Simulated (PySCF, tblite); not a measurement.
**C₄H₉NO₂Si: geometry, infrared bands and NMR shifts**

Aim: predict the infrared bands and NMR shifts of C₄H₉NO₂Si (`O=C1NCC[C@H]1O[SiH3]`).

Computed with tblite 0.8.0 and PySCF 2.14.0, with density-fitted response routines of our own, on a single molecule in the gas phase. Atoms count from 0, in the outputs and in this text.

**1. Starting geometry**

17 atoms, charge 0, multiplicity 1; geometry from: force field or distance geometry start.

Bonds of the start (Å): O0–C1 1.26, C1–N2 1.41, N2–C3 1.45, C3–C4 1.53, C4–C5 1.49, C5–O6 1.38, O6–Si7 1.74, C5–C1 1.51, N2–H8 1.07, C3–H9 1.10, C3–H10 1.11, C4–H11 1.11, C4–H12 1.12, C5–H13 1.10, Si7–H14 1.47, Si7–H15 1.47, Si7–H16 1.48.

**2. Optimising the geometry with GFN2-xTB**

Job settings and geometry (Å):

```
{"job": {"kind": "relax", "xc": "GFN2-xTB", "basis": "xTB"}, "charge": 0, "multiplicity": 1}
O     -0.330600    -2.076600    -1.422000
C     -0.580100    -0.937300    -0.943100
N     -1.623600    -0.038700    -1.263200
C     -1.754300     1.001200    -0.261700
C     -0.948700     0.405400     0.894800
C      0.180800    -0.213700     0.139000
O      0.990600    -1.065800     0.864200
Si     2.607800    -0.482200     0.617600
H     -2.205700    -0.160100    -2.148900
H     -1.217200     1.905400    -0.578100
H     -2.807700     1.182900     0.033200
H     -1.557100    -0.333900     1.450600
H     -0.621700     1.211800     1.599600
H      0.741600     0.576400    -0.388200
H      2.764300     0.887400     1.115000
H      3.594100    -1.434300     1.138300
H      2.760400    -0.416000    -0.857100
```

The run is started by

```bash
$ OMP_NUM_THREADS=1 python probes_run.py task.json out
```

This one command runs all jobs of the session in turn.

**Question.** This job is followed by: GFN2-xTB harmonic vibrations, gas phase; GIAO PBE0/pcSseg-1 NMR shielding, non-relativistic, gas phase. What will the session give for the following? strongest single infrared mode (GFN2-xTB); zero-point energy (GFN2-xTB); ¹³C shifts against TMS (PBE0/pcSseg-1); ¹H shifts against TMS (PBE0/pcSseg-1, means over atoms taken as alike); ¹⁷O shifts against H2O (PBE0/pcSseg-1); ¹⁵N shifts against NH3 (PBE0/pcSseg-1); ²⁹Si shifts against TMS (PBE0/pcSseg-1).

The runs gave:

```
                                                              quantity                                         value
                             strongest single infrared mode (GFN2-xTB)                         1801 cm⁻¹, 624 km/mol
                                          zero-point energy (GFN2-xTB)                                 79.6 kcal/mol
                                ¹³C shifts against TMS (PBE0/pcSseg-1)                   177.4, 72.2, 40.7, 35.6 ppm
¹H shifts against TMS (PBE0/pcSseg-1, means over atoms taken as alike)  5.00, 4.42, 4.41, 3.51, 3.37, 2.48, 2.10 ppm
                                ¹⁷O shifts against H2O (PBE0/pcSseg-1)                               377.0, 15.9 ppm
                                ¹⁵N shifts against NH3 (PBE0/pcSseg-1)                                     124.4 ppm
                               ²⁹Si shifts against TMS (PBE0/pcSseg-1)                                     -41.6 ppm
```

What this shows: The optimisation took 171 steps and gained 1.242 eV; among the close pairs (by a distance rule), O6–Si7 changed most, from 1.737 to 1.636 Å. No mode is imaginary among the 45: a minimum at this level. The strongest single mode, at 1801 cm⁻¹, moves mainly C1. Unscaled tight-binding wavenumbers are off by several per cent, some by more. Its intensities can rank the bands wrongly. C1 (amide carbonyl carbon) lies farthest downfield among carbon, at 177.4 ppm; it is a carbonyl in resonance with an O or N lone pair, the region of acids, esters and amides. At PBE0/pcSseg-1: Shielding is most anisotropic at O0 (span 665 ppm, paramagnetic term -442 ppm).
